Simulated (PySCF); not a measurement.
**One shape, several levels: CH4AlO2 (SMILES C[O][Al][OH])**

Aim: a comparison of 6 runs (UHF/3-21G, UB3LYP/6-31G*, U-wB97M-V/6-311+G**, U-wB97X/6-311+G**, UCAM-B3LYP/6-311+G**, USCS-MP2/6-311+G**) of CH4AlO2. Input form: a Python script.

The calculation is run with PySCF 2.14.0.

3 further runs of the same task are left out: 3 set aside as unsound or not needed.

## Step 1: The structure to begin with

The species is CH4AlO2 (8 atoms), meant as a doublet with charge 0. As SMILES, `C[O][Al][OH]`. The C1–O2 distance was set to 3.068 Å, away from the relaxed value. At this shape a bond of the SMILES string is far longer than usual.

Bond lengths: O2–Al3 1.683 Å, Al3–O4 1.701 Å, C1–H5 1.097 Å, C1–H6 1.095 Å, C1–H7 1.095 Å, O4–H8 0.956 Å. Angles: O2–Al3–O4 116.5°, Al3–O4–H8 121.5°, H5–C1–H6 108.0°, H5–C1–H7 108.0°, H6–C1–H7 107.9°.

## Step 2: A single-point energy at UHF/3-21G (run 1)

start.xyz

```xyz
8

C      0.686908     2.666005    -1.646959
O     -0.035800     0.282500     0.144300
Al    -0.062600    -1.399600     0.093000
O     -0.601900    -2.191900     1.497900
H      1.055408     2.358405    -2.632959
H     -0.191192     3.302505    -1.797859
H      1.464208     3.271605    -1.169559
H     -0.646300    -3.146000     1.548200
```

input.py

```python
from pyscf import gto, scf

mol = gto.M(
    atom='start.xyz',
    verbose=4,
    basis='3-21g',
    spin=1,
    max_memory=1860,
)

calc0 = scf.UHF(mol)
calc0.conv_tol = 1e-10
calc0.kernel()
if not calc0.converged:
    calc0 = calc0.newton().run(calc0.mo_coeff, calc0.mo_occ)

energy = calc0.e_tot
print(f'total energy: {energy:.8f} hartree')
```

Command:

```sh
$ OMP_NUM_THREADS=1 python input.py
```

What it wrote:

```text
<dir> SyntaxWarning: invalid escape sequence '\W'
  S = {(paw_set(r)[0], bool(re.search(r"spin_orbit\W+true|paw_fr", str((r.get("files") or {}).get("input") or "")) or re.search("(?i)spin.orbit\W+(value\W+)?(true|yes)|value\W+spin-orbit", json.dumps(r.get("inputs"), default=str)))) for r in records}

PySCF version 2.14.0

[... 188 lines left out ...]
converged SCF energy = -429.351833856795  <S^2> = 0.76345909  2S+1 = 2.0134141
total energy: -429.35183386 hartree
```

Run time: 1.1 s. Hardware: 1 thread of Arm Neoverse V1, shared host; peak memory 0.1 GiB.

## Step 3: A single-point energy at UB3LYP/6-31G(d) (spherical functions) (run 2)

job.py

```python
from pyscf import gto, dft

mol = gto.M(
    atom=[
    ('C', (0.686908, 2.666005, -1.646959)),
    ('O', (-0.035800, 0.282500, 0.144300)),
    ('Al', (-0.062600, -1.399600, 0.093000)),
    ('O', (-0.601900, -2.191900, 1.497900)),
    ('H', (1.055408, 2.358405, -2.632959)),
    ('H', (-0.191192, 3.302505, -1.797859)),
    ('H', (1.464208, 3.271605, -1.169559)),
    ('H', (-0.646300, -3.146000, 1.548200)),
],
    basis='6-31g*',
    max_memory=1860,
    charge=0,
    verbose=4,
    spin=1,
)

ks = dft.UKS(mol)
ks.xc = 'b3lyp'
ks.grids.level = 5
ks.conv_tol = 1e-10
ks.kernel()
if not ks.converged:
    ks = ks.newton().run(ks.mo_coeff, ks.mo_occ)

etot = ks.e_tot
print('Final energy', etot)
```

Command:

```sh
$ OMP_NUM_THREADS=1 python job.py
```

What it wrote:

```text
<dir> SyntaxWarning: invalid escape sequence '\W'
  S = {(paw_set(r)[0], bool(re.search(r"spin_orbit\W+true|paw_fr", str((r.get("files") or {}).get("input") or "")) or re.search("(?i)spin.orbit\W+(value\W+)?(true|yes)|value\W+spin-orbit", json.dumps(r.get("inputs"), default=str)))) for r in records}

PySCF version 2.14.0

[... 57 lines left out ...]
WARN: HOMO -0.23052903297651 >= LUMO -0.230529032976509
[... 86 lines left out ...]
converged SCF energy = -433.28034750925  <S^2> = 0.75598443  2S+1 = 2.0059755
Final energy -433.28034750924974
```

It took 43 s on 1 thread of Arm Neoverse V1, shared host; peak memory 0.37 GiB.

Run 3 isn't shown in full; the table further down has it.

## Step 4: A single-point energy at U-wB97X/6-311+G(d,p) (run 4)

calc.py

```python
from pyscf import gto, dft

molecule = gto.M(
    atom='''
C      0.686908     2.666005    -1.646959
O     -0.035800     0.282500     0.144300
Al    -0.062600    -1.399600     0.093000
O     -0.601900    -2.191900     1.497900
H      1.055408     2.358405    -2.632959
H     -0.191192     3.302505    -1.797859
H      1.464208     3.271605    -1.169559
H     -0.646300    -3.146000     1.548200
''',
    verbose=3,
    charge=0,
    basis='6-311+g**',
    spin=1,
    max_memory=1860,
)

mf = dft.UKS(molecule)
mf.xc = 'wb97x'
mf.grids.level = 5
mf.conv_tol = 1e-10
mf.kernel()
if not mf.converged:
    mf = mf.newton().run(mf.mo_coeff, mf.mo_occ)

e_tot = mf.e_tot
print('E(%s) = %.9f' % ('WB97X', e_tot))
```

Command:

```sh
$ OMP_NUM_THREADS=1 python calc.py
```

What it wrote:

```text
<dir> SyntaxWarning: invalid escape sequence '\W'
  S = {(paw_set(r)[0], bool(re.search(r"spin_orbit\W+true|paw_fr", str((r.get("files") or {}).get("input") or "")) or re.search("(?i)spin.orbit\W+(value\W+)?(true|yes)|value\W+spin-orbit", json.dumps(r.get("inputs"), default=str)))) for r in records}

converged SCF energy = -433.288285482595  <S^2> = 0.7570962  2S+1 = 2.0070837
E(WB97X) = -433.288285483
```

It took 2.1 min on 1 thread of Arm Neoverse V1, shared host; peak memory 0.68 GiB.

Run 5 isn't shown in full; the table further down has it.

## Step 5: A single-point energy at USCS-MP2/6-311+G(d,p) (run 6)

run.py

```python
from pyscf import gto, mp

molecule = gto.Mole()
molecule.atom = [
    ('C', (0.686908, 2.666005, -1.646959)),
    ('O', (-0.035800, 0.282500, 0.144300)),
    ('Al', (-0.062600, -1.399600, 0.093000)),
    ('O', (-0.601900, -2.191900, 1.497900)),
    ('H', (1.055408, 2.358405, -2.632959)),
    ('H', (-0.191192, 3.302505, -1.797859)),
    ('H', (1.464208, 3.271605, -1.169559)),
    ('H', (-0.646300, -3.146000, 1.548200)),
]
molecule.basis = '6-311+g**'
molecule.spin = 1
molecule.max_memory = 1860
molecule.verbose = 3
molecule.build()

hf = molecule.UHF()
hf.conv_tol = 1e-10
hf.kernel()
if not hf.converged:
    hf = hf.newton().run(hf.mo_coeff, hf.mo_occ)

pt = mp.MP2(hf, frozen=8).run()
e_tot = hf.e_tot + 1.2 * pt.e_corr_os + pt.e_corr_ss / 3
print('E = %.10f Eh' % e_tot)
```

Command:

```sh
$ OMP_NUM_THREADS=1 python run.py
```

What it wrote:

```text
<dir> SyntaxWarning: invalid escape sequence '\W'
  S = {(paw_set(r)[0], bool(re.search(r"spin_orbit\W+true|paw_fr", str((r.get("files") or {}).get("input") or "")) or re.search("(?i)spin.orbit\W+(value\W+)?(true|yes)|value\W+spin-orbit", json.dumps(r.get("inputs"), default=str)))) for r in records}

converged SCF energy = -431.791611165919  <S^2> = 0.75927182  2S+1 = 2.0092504
E(UMP2) = -432.430468624737  E_corr = -0.638857458817646
E(SCS-UMP2) = -432.41865304476  E_corr = -0.627041878840673
E = -432.4186530448 Eh
```

Wall time 15 s (1 thread of Arm Neoverse V1, shared host); peak memory 0.4 GiB.

## Step 6: All runs side by side

| run | level | integration grid | nlc grid | energy (Eh) | dipole moment (D) of the reference | HOMO energy (eV) | LUMO energy (eV) | wall time |
| --- | --- | --- | --- | --- | --- | --- | --- | --- |
| 1 | UHF/3-21G | – | – | -429.351834 | 6.15 | -9.54 | -0.55 | 1.1 s |
| 2 | UB3LYP/6-31G* (spherical functions) | 5 | – | -433.280348 | 5.87 | -5.87 | -4.07 | 43 s |
| 3 | U-wB97M-V/6-311+G** | 5 | 1 | -433.264927 | 6.93 | -8.49 | -2.47 | 10 min |
| 4 | U-wB97X/6-311+G** | 5 | – | -433.288285 | 7.20 | -8.70 | -2.33 | 2.1 min |
| 5 | UCAM-B3LYP/6-311+G** | 5 | – | -433.285895 | 7.01 | -7.76 | -3.29 | 1.9 min |
| 6 | USCS-MP2/6-311+G** | – | – | -432.418653 | 7.90 | -10.19 | -1.55 | 15 s |

## Step 7: Summary of results

| quantity | value |
| --- | --- |
| run 6: total energy | -432.41865 Eh |
| run 6: dipole moment (Hartree–Fock density) | 7.90 D |
| run 6: HOMO energy (Hartree–Fock orbitals) (highest over α and β) | -10.19 eV |
| run 6: LUMO energy (Hartree–Fock orbitals) (lowest over α and β) | -1.55 eV |
| run 6: correlation energy (8 core orbitals frozen) | -627.0 mEh |
| run 6: ⟨S²⟩ of the reference determinant | 0.759 |

In words: Over runs 1, 2, 3, 4, 5 the dipole moment (its size) runs from 5.87 D (UB3LYP/6-31G*) to 7.20 D (U-wB97X/6-311+G**). The two ends differ in method and basis. Totals of different functionals can't be ranked against each other. All runs together took 15 min, the longest 10 min.
